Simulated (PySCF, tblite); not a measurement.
**C₈H₃ClF radical: geometry, infrared bands and EPR parameters**

What infrared bands and EPR parameters should C₈H₃ClF radical (`[C]#C/C(F)=C/C#CC(=C)Cl`) show?

Programs: tblite 0.8.0 and PySCF 2.14.0, with density-fitted response routines of our own. Each step states its level of theory. These are calculated values for one molecule in the gas phase, unless marked as measured. Atoms are numbered from 0 throughout.

## (1) The starting structure

13 atoms, charge 0, multiplicity 2; geometry from: force field or distance geometry start.

Bonds of the start (Å): C0–C1 1.23, C1–C2 1.43, C2–F3 1.37, C2–C4 1.33, C4–C5 1.44, C5–C6 1.20, C6–C7 1.44, C7–C8 1.32, C7–Cl9 1.76, C4–H10 1.09, C8–H11 1.08, C8–H12 1.07.

## (2) Optimising the geometry with GFN2-xTB

What the job is given:

```
{"job": {"kind": "relax", "xc": "GFN2-xTB", "basis": "xTB"}, "charge": 0, "multiplicity": 2}
C      4.945700    -0.008400    -0.862100
C      3.734100     0.031200    -0.629400
C      2.336600     0.039400    -0.323000
F      1.930600     0.773300     0.755100
C      1.442900    -0.608600    -1.061600
C      0.063400    -0.509700    -0.670800
C     -1.090900    -0.407100    -0.347000
C     -2.463400    -0.274300     0.068800
C     -2.925600     0.927100     0.382300
Cl    -3.562900    -1.642600     0.164500
H      1.771500    -1.178000    -1.932700
H     -3.943600     1.110000     0.694900
H     -2.242900     1.748100     0.322500
```

The run is started by

```bash
> OMP_NUM_THREADS=1 python probes_run.py task.json out
```

This one command runs all jobs of the session in turn.

**Question.** This job is followed by: GFN2-xTB harmonic vibrations, gas phase; UKS B3LYP, pcH-1 on C Cl F H, non-relativistic, mean-field spin-orbit, GIAO. What will the session give for the following? strongest single infrared mode (GFN2-xTB); zero-point energy (GFN2-xTB); g(iso) (B3LYP); ⟨S²⟩; largest a(iso); potential on the surface of density 0.002 e/bohr³, 1st and 99th percentile.

**Answer**, as computed:

| quantity | value |
| --- | --- |
| strongest single infrared mode (GFN2-xTB) | 1968 cm⁻¹, 1520 km/mol |
| zero-point energy (GFN2-xTB) | 45.3 kcal/mol |
| g(iso) (B3LYP) | 2.00312 |
| ⟨S²⟩ | 0.808 (exact 0.75) |
| largest a(iso) | 13C on C0, 123.3 MHz |
| potential on the surface of density 0.002 e/bohr³, 1st and 99th percentile | -1.83 V and 1.65 V |

**Reading.** The optimisation took 94 steps and gained 0.353 eV; among the close pairs (by a distance rule), C4–C5 changed most, from 1.437 to 1.384 Å. All 33 modes are real, so the xTB geometry is a minimum. The strongest single mode, at 1968 cm⁻¹, moves mainly C1 and C0. GFN2-xTB is a fitted tight-binding method: band positions and strengths are rough. Its intensities can rank the bands wrongly. The largest spin populations lie on C0 (0.35 e), C4 (0.33 e), C6 (0.25 e). The isotropic g lies 0.8 ppt above the free-electron value. These values are for one conformer; the search (at its own cheap level) found 2 more, at 0.01, 0.44 kcal/mol (those within 0.05 may be mirror or relabelled copies), and measured spectra average over such forms.
